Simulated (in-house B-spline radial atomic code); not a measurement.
# Lu⁴²⁺: a one-valence-electron spectrum

Question: which levels, fine-structure intervals and matrix elements has Lu⁴²⁺, treated as one electron over a closed core?

Method: frozen-core Dirac-Hartree-Fock, second-order and screened correlation potential (Brueckner orbitals), static RPA core polarisation, Breit and QED for the lowest s, p, d states, no-pair Dirac-Coulomb. Code: an in-house B-spline radial atomic code, version 1.

### 1 The atom as given

```
element : lutetium (Z = 71)
charge  : +42
core    : [Ar] 3d10
nucleus : mass number 175, rms radius 5.370 fm
```

### 2 The run

Input settings, with the grid that the program derived:

```ini
basis_form = 2
Z = 71
core_configuration = [Ar] 3d10
rms_radius = 5.37
mass_number = 175
speed_of_light = 137.035999084
box_radius = 4.912
lmax = 6
intervals = 59
virtual_cutoff = 10082.0
```

On the command line:

```sh
$ python run_mb.py task.json out
```

task.json holds these settings.

After this run come: Transitions.

Q: Predict the outcome of this session. Wanted: lowest one-electron state over this core; next one-electron state; strongest of the lines computed from the lowest state; polarisability of the lowest state; core polarisability.

**Answer**, as computed:

| quantity | value |
| --- | --- |
| lowest one-electron state over this core | 4s1/2 |
| its removal energy | 2127.1 eV (DHF 2128.0 eV) |
| next one-electron state | 4p1/2 at 90.33 eV |
| strongest of the lines computed from the lowest state (states outside the list are missing) | 4p3/2, 7.221 nm, f = 0.468 |
| polarisability of the lowest state | 0.02514 bohr³ |
| core polarisability | 0.002596 bohr³ |
| semi-empirical ionisation energy | 2125.5 ± 1 eV (NIST Atomic Spectra Database, ionization energies) |

Correlation with the core binds 4s1/2 more tightly by 0.086 % of its DHF energy; screening changes the second-order Brueckner shift by -5.0 %. The quantum defects of the lowest states are s 0.56, p 0.49, d 0.28, f 0.09, g 0.02; at this charge relativity makes much of them, since the formula is non-relativistic. Core polarisation and Brueckner orbitals change the element of the strongest line by -3.2 %. The semi-empirical ionisation energy, 2125.5 ± 1 eV, is missed by +0.074 % at the final rung.
